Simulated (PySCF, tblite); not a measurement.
# C6H5OPS: geometry, infrared bands and NMR shifts

Aim: predict the infrared bands and NMR shifts of C6H5OPS (`C#Cc1pc(OC)cs1`).

Computed with tblite 0.8.0 and PySCF 2.14.0, with density-fitted response routines of our own, on a single molecule in the gas phase. Atoms are numbered from 0 throughout.

## 1. The starting structure

14 atoms, charge 0, multiplicity 1; geometry from: force field or distance geometry start.

Bonds of the start (Å): C0–C1 1.22, C1–C2 1.41, C2–P3 1.84, P3–C4 1.83, C4–O5 1.37, O5–C6 1.42, C4–C7 1.40, C7–S8 1.72, S8–C2 1.73, C0–H9 1.05, C6–H10 1.10, C6–H11 1.10, C6–H12 1.10, C7–H13 1.09.

## 2. Geometry optimisation with GFN2-xTB

What the job is given:

```
{"job": {"kind": "relax", "xc": "GFN2-xTB", "basis": "xTB"}, "charge": 0, "multiplicity": 1}
C      4.188200     0.196300     0.724500
C      3.047100     0.261900     0.306500
C      1.721700     0.325400    -0.171100
P      0.354400    -0.385200     0.830400
C     -0.857300     0.115100    -0.443400
O     -2.208900    -0.083600    -0.430300
C     -2.723900    -0.751100     0.707700
C     -0.362300     0.778600    -1.567300
S      1.331800     1.065500    -1.682500
H      5.175100     0.146100     1.093100
H     -2.331900    -1.773900     0.790600
H     -2.553900    -0.184700     1.630100
H     -3.813400    -0.834400     0.589900
H     -0.967400     1.123600    -2.400400
```

Launch:

```sh
$ OMP_NUM_THREADS=1 python probes_run.py task.json out
```

The driver reads the jobs from task.json and runs them one after another.

**Question.** This job is followed by: GFN2-xTB harmonic vibrations, gas phase; GIAO PBE0/pcSseg-1 NMR shielding, non-relativistic, gas phase. Predict these results of the whole session: strongest single infrared mode (GFN2-xTB); zero-point energy (GFN2-xTB); 13C shifts against TMS (PBE0/pcSseg-1); 1H shifts against TMS (PBE0/pcSseg-1, means over atoms taken as alike); 31P shifts against H3PO4 (PBE0/pcSseg-1); 17O shifts against H2O (PBE0/pcSseg-1); 33S shifts against CS2 (PBE0/pcSseg-1); surface potential, 1st and 99th percentile.

**Answer**, as computed:

| quantity | value |
| --- | --- |
| strongest single infrared mode (GFN2-xTB) | 1232 cm⁻¹, 158 km/mol |
| zero-point energy (GFN2-xTB) | 56.1 kcal/mol |
| 13C shifts against TMS (PBE0/pcSseg-1) | 192.2, 163.5, 123.4, 102.8, 83.5, 63.6 ppm |
| 1H shifts against TMS (PBE0/pcSseg-1, means over atoms taken as alike) | 7.15, 4.13, 4.00 ppm |
| 31P shifts against H3PO4 (PBE0/pcSseg-1) | 217.3 ppm |
| 17O shifts against H2O (PBE0/pcSseg-1) | 122.3 ppm |
| 33S shifts against CS2 (PBE0/pcSseg-1) | 339 ppm |
| surface potential, 1st and 99th percentile | -0.89 V and 1.43 V |

In words: The optimisation took 40 steps and gained 0.280 eV; among the close pairs (by a distance rule), C2–P3 changed most, from 1.838 to 1.725 Å. All 36 modes are real, so the xTB geometry is a minimum. The strongest single mode, at 1232 cm⁻¹, has its largest shares on C4, O5 and C2 (the list is cut at 3 atoms). GFN2-xTB is a fitted tight-binding method: band positions and strengths are rough. Its intensities can rank the bands wrongly. At PBE0/pcSseg-1: Shielding is most anisotropic at P3 (span 648 ppm, paramagnetic term -867 ppm). NICS(1)zz of -23 ppm above the planar ring from C2 marks a diatropic (aromatic) ring current. At PBE0/pcSseg-1, counted by nearest atom on the grid, the HOMO lies on C7 23 %; C0, C2 about 16 % each, the LUMO on P3 28 %; C2 21 %.
